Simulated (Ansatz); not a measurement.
Task: vertical energies of changing the electron count of C₂H₂Se, SMILES C=C=[Se], with the Ansatz DFT code, driven from Python. Give the script and its output. Level of theory (for the species named): PBE0, def2-SVPD basis, multiplicity 1.

```
atom    x (Å)    y (Å)    z (Å)
   C   0.5193  -0.5128  -0.1792
   C  -0.4131   0.4258   0.1515
  Se  -1.8048   1.6899   0.6748
   H   1.3956  -0.1756  -0.8001
   H   0.3529  -1.5009   0.1116
```

`c2h2se.py`:
```python
"""Vertical ionisation energy and electron affinity of C2H2Se."""

import logging
import sys

import ansatz

logging.basicConfig(stream=sys.stdout, format="%(levelname)s %(message)s")
log = logging.getLogger("run")
log.setLevel(logging.INFO)


def single_point(molecule, charge=0, unpaired=0):
    calc = (
        molecule.calculation()
        .basis(gaussian="def2-SVPD")
        .functional("pbe0")
    )
    if charge:
        calc = calc.charge(charge)
    if unpaired:
        calc = calc.spin("collinear", total=unpaired)
    return calc.run(threads=1).report["free_energy_ev"]


def main() -> None:
    geometry_ang = [
        ("C", (0.5193, -0.5128, -0.1792)),
        ("C", (-0.4131, 0.4258, 0.1515)),
        ("Se", (-1.8048, 1.6899, 0.6748)),
        ("H", (1.3956, -0.1756, -0.8001)),
        ("H", (0.3529, -1.5009, 0.1116)),
    ]
    c2h2se = ansatz.Crystal.molecule()
    for symbol, xyz in geometry_ang:
        c2h2se = c2h2se.atom(symbol, xyz)

    # total-energy differences at one geometry
    parent = single_point(c2h2se, 0, 0)
    cation = single_point(c2h2se, 1, 1)
    log.info(f"E(N)   = {parent:.5f} eV")
    log.info(f"E(N-1) = {cation:.5f} eV  (1 unpaired)")
    log.info(f"vertical ionisation energy {cation - parent:.3f} eV")
    anion = single_point(c2h2se, -1, 1)
    log.info(f"E(N+1) = {anion:.5f} eV  (1 unpaired)")
    log.info(f"vertical electron affinity {parent - anion:.3f} eV" + ("" if anion < parent else " (unbound in this basis)"))
    log.info(f"fundamental gap IP - EA = {cation + anion - 2 * parent:.3f} eV")


if __name__ == "__main__":
    main()
```

Running `python c2h2se.py` prints:
```text
INFO E(N)   = -67433.64882 eV
INFO E(N-1) = -67424.87683 eV  (1 unpaired)
INFO vertical ionisation energy 8.772 eV
INFO E(N+1) = -67434.94247 eV  (1 unpaired)
INFO vertical electron affinity 1.294 eV
INFO fundamental gap IP - EA = 7.478 eV
```

At this unrelaxed geometry removing an electron costs 8.77 eV and adding one releases 1.29 eV.

Notes:
- Total energies depend on the basis set; only differences at equal settings carry meaning.
- The geometry is a force-field or estimated start, not a minimum of this method, and the basis set is short of its limit. All parts are taken at fixed geometry, without zero-point energy. At an unrelaxed start these energies can be a whole eV from those at the minimum, and a small affinity can change sign.
- The expectation value of S² is noticeably off S(S+1) in at least one run, so that state is spin-contaminated.
- Wall time of the script: 14 s on 1 thread of Arm Neoverse V2 (shared host), peak memory 0.3 GiB.
